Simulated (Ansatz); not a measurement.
A run of Ansatz 0.2.0:

The input input.yaml:

```yaml
crystal:
  lattice:
    - [3.9977696088, 0.0, 0.0]
    - [-1.9988848044, 3.4621700397, 0.0]
    - [0.0, 0.0, 25.608536955]
  atoms:
    - { symbol: As, position: [0.0, 0.0, 0.2928710849] }
    - { symbol: Ga, position: [0.3333333333, 0.6666666667, 0.3247370718] }
    - { symbol: As, position: [0.3333333333, 0.6666666667, 0.4203350326] }
    - { symbol: Ga, position: [0.6666666667, 0.3333333333, 0.4522010196] }
    - { symbol: As, position: [0.6666666667, 0.3333333333, 0.5477989804] }
    - { symbol: Ga, position: [0.0, 0.0, 0.5796649674] }
    - { symbol: As, position: [0.0, 0.0, 0.6752629282] }
    - { symbol: Ga, position: [0.3333333333, 0.6666666667, 0.7071289151] }
hamiltonian:
  xc: pbe
  pseudopotentials: { kind: paw }
kpoints:
  mp_grid: { grid: [8, 8, 1] }
scf:
  occupations: { method: fermi_dirac, width: 0.05 }
output:
  forces: true
  eigenvalues: true
  write_density: true
  write_potential: true
  elf: true
  volumetric_format: npy
efield:
  axis: 3
  dipole_correction: true
  ramp_width: 0.04
```

Potentials or basis: Ansatz PAW.

The run is started by

```bash
$ ansatz run input.yaml --threads 4 --pin off --max-ram 11264MiB --backend cpu --events-out ev --progress --plain --runs-dir out
```

Hardware: 4 threads of Arm Neoverse V1, on a shared host.

Q: How long does it take, and how much memory?

A: Wall time 11 s on 4 threads of Arm Neoverse V1, on a shared host, peak memory 0.88 GiB. Counts: scf iterations 13, plane waves 7009, k points 10, bands 68.
